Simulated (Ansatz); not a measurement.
# Hf5TiN6: the cost of one run

Computed with Ansatz 0.2.0 (DFT PBE, scalar-relativistic, plane waves, PAW, unless a step's input says otherwise).

### 1 The starting structure

Symmetry: P-6m2, No. 187, hexagonal system. Conventional cell: a = 3.129 Å, b = 3.129 Å, c = 16.206 Å, α = 90.00°, β = 90.00°, γ = 120.00°. Hf (site symmetry 3m) is surrounded by 6 N at 2.25 to 2.28 Å. Around Hf (site symmetry -6m2) lie 6 N at 2.27 Å. Around Hf (site symmetry 3m) lie 6 N at 2.26 to 2.27 Å. Ti (site symmetry -6m2) has 6 N at 2.21 Å in its first shell of neighbours. Around N (site symmetry 3m) lie 3 Ti at 2.21 Å and 3 Hf at 2.25 Å. N (site symmetry 3m) is surrounded by 6 Hf at 2.26 to 2.28 Å. N (site symmetry 3m) is surrounded by 6 Hf at 2.27 Å.

Structure file:

```cif
data_structure
_symmetry_space_group_name_H-M 'P-6m2'
_symmetry_Int_Tables_number 187
_cell_length_a 3.1286
_cell_length_b 3.1286
_cell_length_c 16.2056
_cell_angle_alpha 90.000
_cell_angle_beta 90.000
_cell_angle_gamma 120.000
_cell_volume 137.37
loop_
_atom_site_label
_atom_site_type_symbol
_atom_site_symmetry_multiplicity
_atom_site_Wyckoff_symbol
_atom_site_fract_x
_atom_site_fract_y
_atom_site_fract_z
_atom_site_occupancy
Hf1 Hf 2 h 0.33333 0.66667 0.16144 1
Hf2 Hf 1 d 0.33333 0.66667 0.50000 1
Hf3 Hf 2 g 0.00000 0.00000 0.33077 1
Ti1 Ti 1 a 0.00000 0.00000 0.00000 1
N1 N 2 i 0.66667 0.33333 0.92143 1
N2 N 2 i 0.66667 0.33333 0.24682 1
N3 N 2 i 0.66667 0.33333 0.58438 1
```

It is the end of an earlier relaxation with the same method, from a generated guess; it is a trial structure. At a tolerance of 0.05 Å it has space group P-6m2 (No. 187); it has 11.45 Å³/atom, an uncorrected energy of -1.61 eV/atom over the elements.

### 2 Static run: bands, density of states and charges

input.yaml

```yaml
crystal:
  lattice:
    - [3.1286009744, 0.0, 0.0]
    - [-1.5643004872, 2.7094479222, 0.0]
    - [0.0, 0.0, 16.2055983]
  atoms:
    - { symbol: Hf, position: [0.3333333333, 0.6666666667, 0.161443] }
    - { symbol: Hf, position: [0.3333333333, 0.6666666667, 0.5] }
    - { symbol: Hf, position: [0.3333333333, 0.6666666667, 0.838557] }
    - { symbol: Hf, position: [0.0, 0.0, 0.330773] }
    - { symbol: Hf, position: [0.0, 0.0, 0.669227] }
    - { symbol: Ti, position: [0.0, 0.0, 0.0] }
    - { symbol: "N", position: [0.6666666667, 0.3333333333, 0.921432] }
    - { symbol: "N", position: [0.6666666667, 0.3333333333, 0.246821] }
    - { symbol: "N", position: [0.6666666667, 0.3333333333, 0.584381] }
    - { symbol: "N", position: [0.6666666667, 0.3333333333, 0.078568] }
    - { symbol: "N", position: [0.6666666667, 0.3333333333, 0.415619] }
    - { symbol: "N", position: [0.6666666667, 0.3333333333, 0.753179] }
basis:
  ecutwfc: 420
kpoints:
  mp_grid: { grid: [12, 12, 4] }
  band_path:
    path:
      - [[0.0, 0.0, 0.0], [0.5, 0.0, 0.0], [0.33333333, 0.33333333, 0.0], [0.0, 0.0, 0.0], [0.0, 0.0, 0.5], [0.5, 0.0, 0.5], [0.33333333, 0.33333333, 0.5], [0.0, 0.0, 0.5]]
      - [[0.5, 0.0, 0.5], [0.5, 0.0, 0.0]]
      - [[0.33333333, 0.33333333, 0.5], [0.33333333, 0.33333333, 0.0]]
    npoints: 10
hamiltonian:
  xc: pbe
scf:
  occupations: { method: gaussian, width: 0.1 }
  n_extra_bands: 30
output:
  forces: true
  stress: true
  eigenvalues: true
  populations: true
  dos: { projected: true, de: 0.02, nscf_kmesh: { grid: [15, 15, 5] } }
  bader: false
  write_density: true
  write_potential: true
  elf: true
  volumetric_format: npy
```

Launch:

```
$ ansatz run input.yaml --threads 4 --pin off --max-ram 8192MiB --backend cpu --events-out ev --progress --plain --runs-dir out
```

**Question.** How long does this run take on 4 threads of Intel Xeon Platinum 8259CL at 2.50GHz (Skylake/Cascade Lake), shared host, and how much memory does it need?

About 74 s, with a peak of 1.5 GiB.
